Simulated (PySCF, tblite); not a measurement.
# C₆H₁₁ClO₂Si: geometry, infrared bands and NMR shifts

Wanted: the infrared bands and NMR shifts of C₆H₁₁ClO₂Si (`Cl[Si@@H]1COC[C@H](C2CC2)O1`), by calculation.

Computed with tblite 0.8.0 and PySCF 2.14.0, with density-fitted response routines of our own, on a single molecule in the gas phase. Atoms are numbered from 0 throughout.

## 1. The molecule as given

21 atoms, charge 0, multiplicity 1; geometry from: force field or distance geometry start.

Bonds of the start (Å): Cl0–Si1 2.04, Si1–C2 1.90, C2–O3 1.44, O3–C4 1.44, C4–C5 1.56, C5–C6 1.50, C6–C7 1.51, C7–C8 1.50, C5–O9 1.43, O9–Si1 1.68, C8–C6 1.50, Si1–H10 1.48, C2–H11 1.08, C2–H12 1.09, C4–H13 1.10, C4–H14 1.09, C5–H15 1.11, C6–H16 1.08, C7–H17 1.08, C7–H18 1.09, C8–H19 1.09, C8–H20 1.09.

## 2. Geometry optimisation with GFN2-xTB

The job: settings as JSON, then the geometry in Å.

```
{"job": {"kind": "relax", "xc": "GFN2-xTB", "basis": "xTB"}, "charge": 0, "multiplicity": 1}
Cl     2.403200     1.001200    -2.998200
Si     1.949800     1.009800    -1.012900
C      2.759800    -0.469200    -0.129400
O      2.000300    -1.014200     0.967100
C      0.614900    -1.240300     0.633800
C     -0.135300     0.099600     0.337700
C     -1.608100    -0.147300     0.189900
C     -2.506000    -0.176000     1.405300
C     -2.588400     0.963700     0.434000
O      0.300300     0.743400    -0.868500
H      2.313900     2.309200    -0.399300
H      3.730400    -0.183700     0.255000
H      2.903400    -1.275400    -0.842500
H      0.572600    -1.916800    -0.237900
H      0.150000    -1.738900     1.480600
H      0.044800     0.795100     1.187400
H     -1.826100    -0.826100    -0.620900
H     -2.090000     0.008800     2.379900
H     -3.328200    -0.892500     1.413100
H     -2.209700     1.934200     0.755100
H     -3.460500     1.032100    -0.215700
```

Started as:

```bash
> OMP_NUM_THREADS=1 python probes_run.py task.json out
```

One launch serves the whole session: the jobs run in the order shown.

**Question.** This job is followed by: GFN2-xTB harmonic vibrations, gas phase; GIAO PBE0/pcSseg-1 NMR shielding, non-relativistic, gas phase. What will the session give for the following? strongest single infrared mode (GFN2-xTB); zero-point energy (GFN2-xTB); 13C shifts against TMS (PBE0/pcSseg-1); 1H shifts against TMS (PBE0/pcSseg-1); 35Cl shifts against HCl (PBE0/pcSseg-1); 29Si shifts against TMS (PBE0/pcSseg-1); 17O shifts against H2O (PBE0/pcSseg-1); surface potential, 1st and 99th percentile.

**Answer**, as computed:

| quantity | value |
| --- | --- |
| strongest single infrared mode (GFN2-xTB) | 687 cm⁻¹, 258 km/mol |
| zero-point energy (GFN2-xTB) | 102.0 kcal/mol |
| 13C shifts against TMS (PBE0/pcSseg-1) | 85.5, 77.6, 67.1, 16.9, 5.8, 3.6 ppm |
| 1H shifts against TMS (PBE0/pcSseg-1) | 5.42, 3.90, 3.78, 3.52, 3.41, 3.13, 0.70, 0.61, 0.44, 0.39, 0.04 ppm |
| 35Cl shifts against HCl (PBE0/pcSseg-1) | 27 ppm |
| 29Si shifts against TMS (PBE0/pcSseg-1) | -18.6 ppm |
| 17O shifts against H2O (PBE0/pcSseg-1) | 71.7, 20.4 ppm |
| surface potential, 1st and 99th percentile | -1.31 V and 1.06 V |

The optimisation took 72 steps and gained 0.227 eV; among the close pairs (by a distance rule), Si1–O9 changed most, from 1.677 to 1.619 Å. All 57 modes are real, so the xTB geometry is a minimum. The strongest single mode, at 687 cm⁻¹, moves mainly H10. Unscaled tight-binding wavenumbers are off by several per cent, some by more. Its intensities can rank the bands wrongly. At PBE0/pcSseg-1: Shielding is most anisotropic at Cl0 (span 205 ppm, paramagnetic term -226 ppm).
